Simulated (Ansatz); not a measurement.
# AlH6NSiTe, SMILES [NH2][AlH][SiH2][TeH]: a rigid scan of one bond length

With the Ansatz DFT code, driven from Python.

Notebook, run cell by cell (the value of a cell's last expression is shown):

In [1]:
```python
from dataclasses import dataclass

import ansatz as az
from ase import Atoms
import numpy as np


@dataclass(frozen=True)
class Settings:
    basis: str = "def2-SVP"
    xc: str = "cam_b3lyp"
```

In [2]:
```python
cfg = Settings()
```

In [3]:
```python
atoms = Atoms(["N", "Al", "Si", "Te", "H", "H", "H", "H", "H", "H"], positions=[
    [-2.3004, 0.6804, -0.2462],
    [-0.5091, 0.7942, 0.2368],
    [0.6865, -1.1997, 0.4887],
    [2.6917, -1.2028, -1.1053],
    [-2.6669, 1.7054, -0.3924],
    [-2.3901, 0.293, -1.2018],
    [0.2368, 2.2097, 0.4613],
    [-0.1181, -2.3354, 0.2319],
    [1.2411, -1.2627, 1.9187],
    [3.2116, 0.2668, -0.3887],
])
alh6nsite = az.Crystal.molecule_from_ase(atoms)
```

In [4]:
```python
symbols = [site.symbol for site in alh6nsite.cartesian_sites]
start = np.array([site.position_ang for site in alh6nsite.cartesian_sites])
axis = (start[3] - start[2]) / np.linalg.norm(start[3] - start[2])
moving = [3, 9]
lengths, energies = [2.254, 2.357, 2.459, 2.562, 2.664, 2.767, 2.869, 3.023], []
for length in lengths:
    xyz = start.copy()
    xyz[moving] += (length - np.linalg.norm(start[3] - start[2])) * axis
    point = az.Crystal.molecule()
    for symbol, place in zip(symbols, xyz):
        point = point.atom(symbol, place.tolist())
    setup = (
        point.calculation()
        .basis(gaussian=cfg.basis)
        .functional(cfg.xc)
    )
    r = setup.run(threads=1, pin="off").report
    energies.append(r["free_energy_ev"])
    print(f"r = {length:6.3f} A  E = {energies[-1]:.5f} eV  <S^2> = {abs(r['mean_field']['state']['spin_squared']):.3f}")
```
```text
r =  2.254 A  E = -23348.86253 eV  <S^2> = 0.000
r =  2.357 A  E = -23349.23540 eV  <S^2> = 0.000
r =  2.459 A  E = -23349.40521 eV  <S^2> = 0.000
r =  2.562 A  E = -23349.43554 eV  <S^2> = 0.000
r =  2.664 A  E = -23349.36874 eV  <S^2> = 0.000
r =  2.767 A  E = -23349.23512 eV  <S^2> = 0.000
r =  2.869 A  E = -23349.05995 eV  <S^2> = 0.000
r =  3.023 A  E = -23348.74977 eV  <S^2> = 0.000
```

In [5]:
```python
fit = np.polynomial.Polynomial.fit(lengths, np.array(energies) - min(energies), 4).convert()
roots = [r.real for r in fit.deriv().roots() if abs(r.imag) < 1e-9 and fit.deriv(2)(r.real) > 0]
r_e = min(roots, key=lambda r: abs(r - lengths[int(np.argmin(energies))]))
print(f"minimum of the fit at {r_e:.4f} A, force constant {fit.deriv(2)(r_e):.2f} eV/A^2")
```
```text
minimum of the fit at 2.5361 A, force constant 10.26 eV/A^2
```

Total energies depend on the basis set; only differences at equal settings carry meaning. The rest of the molecule is held rigid at a force-field or estimated start geometry, and the basis set is modest; single-reference methods fail as a bond breaks. def2 sets replace the cores of elements past krypton by effective core potentials. The orbitals are restricted, so S² is zero by construction. Finished in 48 s on 1 thread of Arm Neoverse V1 (shared host), peak memory 0.34 GiB.
